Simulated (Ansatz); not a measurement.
# In3Se: tests of the settings

One table from this session's results is given with a row withheld; the runs are named, their logs left out.

Program: Ansatz 0.2.0. Level of theory: DFT PBEsol, scalar-relativistic, plane waves, PAW. These are calculated values, not measurements.

1 further run of the same task is left out (set aside as unsound or not needed). Runs told in other sessions of the task aren't counted.

### Starting point

Symmetry: Pm-3m, No. 221, cubic system. Conventional cell: a = 4.804 Å, b = 4.804 Å, c = 4.804 Å, α = 90.00°, β = 90.00°, γ = 90.00°. In (site symmetry 4/mmm) has 8 In at 3.40 Å and 4 Se at 3.40 Å in its first shell of neighbours. Se (site symmetry m-3m) is surrounded by 12 In at 3.40 Å.

Structure file:

```
CELL_PARAMETERS angstrom
4.80376 0.00000 0.00000
0.00000 4.80376 0.00000
0.00000 0.00000 4.80376
ATOMIC_POSITIONS crystal
In 0.00000 0.50000 0.50000
In 0.50000 0.00000 0.50000
In 0.50000 0.50000 0.00000
Se 0.00000 0.00000 0.00000
```

The structure comes from the Materials Project (structure only); it is used as listed.

### The base input

input.yaml

```yaml
crystal:
  lattice:
    - [4.803758, 0.0, 0.0]
    - [0.0, 4.803758, 0.0]
    - [0.0, 0.0, 4.803758]
  atoms:
    - { symbol: In, position: [0.0, 0.5, 0.5] }
    - { symbol: In, position: [0.5, 0.0, 0.5] }
    - { symbol: In, position: [0.5, 0.5, 0.0] }
    - { symbol: Se, position: [0.0, 0.0, 0.0] }
basis:
  ecutwfc: 420
kpoints:
  mp_grid: { grid: [10, 10, 10] }
hamiltonian:
  xc: pbesol
scf:
  occupations: { method: gaussian, width: 0.1 }
output:
  forces: true
  stress: true
  eigenvalues: true
  populations: true
  write_density: true
  write_potential: true
  elf: true
  volumetric_format: npy
```

It was run beforehand and gave: -5500.1930 eV/atom at zero smearing, pressure -2.99 GPa, largest force 0.000 eV/Å, no gap on the mesh, in 8 SCF cycles and 15 s.

The first run:

input.yaml

```yaml
crystal:
  lattice:
    - [4.803758, 0.0, 0.0]
    - [0.0, 4.803758, 0.0]
    - [0.0, 0.0, 4.803758]
  atoms:
    - { symbol: In, position: [0.0, 0.5, 0.5] }
    - { symbol: In, position: [0.5, 0.0, 0.5] }
    - { symbol: In, position: [0.5, 0.5, 0.0] }
    - { symbol: Se, position: [0.0, 0.0, 0.0] }
basis:
  ecutwfc: 420
kpoints:
  mp_grid: { grid: [1, 1, 1] }
hamiltonian:
  xc: pbesol
scf:
  occupations: { method: gaussian, width: 0.1 }
output:
  forces: true
  stress: true
  eigenvalues: true
```

On the command line:

```sh
> ansatz run input.yaml --threads 1 --pin off --max-ram 2560MiB --backend cpu --events-out ev --progress --plain --runs-dir out
```

Among the steps run: K-point mesh set to 1×1×1; K-point mesh: 2×2×2; K-point mesh set to 4×4×4; K-point mesh: 6×6×6; K-point mesh: 8×8×8; K-point mesh: 12×12×12; K-point mesh: 14×14×14.

One of the session's tables, all rows but one given; the rest of the session is left out.

It belongs to the step «What the k-point mesh changes». 

| mesh | ΔE (meV/atom) |
| --- | --- |
| 1×1×1 | 615 |
| 2×2×2 | 208 |
| 4×4×4 | ? |
| 6×6×6 | -0.36 |
| 8×8×8 | -0.10 |
| 10×10×10 | -0.34 |
| 12×12×12 | -0.96 |
| 14×14×14 | 0.00 |

**Question.** Estimate the row for 4×4×4.

The run gave: ΔE (meV/atom): 9.98. In the column «ΔE (meV/atom)» it lies between 14×14×14 (0.00) and 2×2×2 (208).

To keep in mind: The error changes sign along the series, since a k mesh isn't variational, and a metal needs dense meshes to resolve its Fermi surface. Spin polarisation is off in the runs that give these values; a magnetic solution could lie lower.
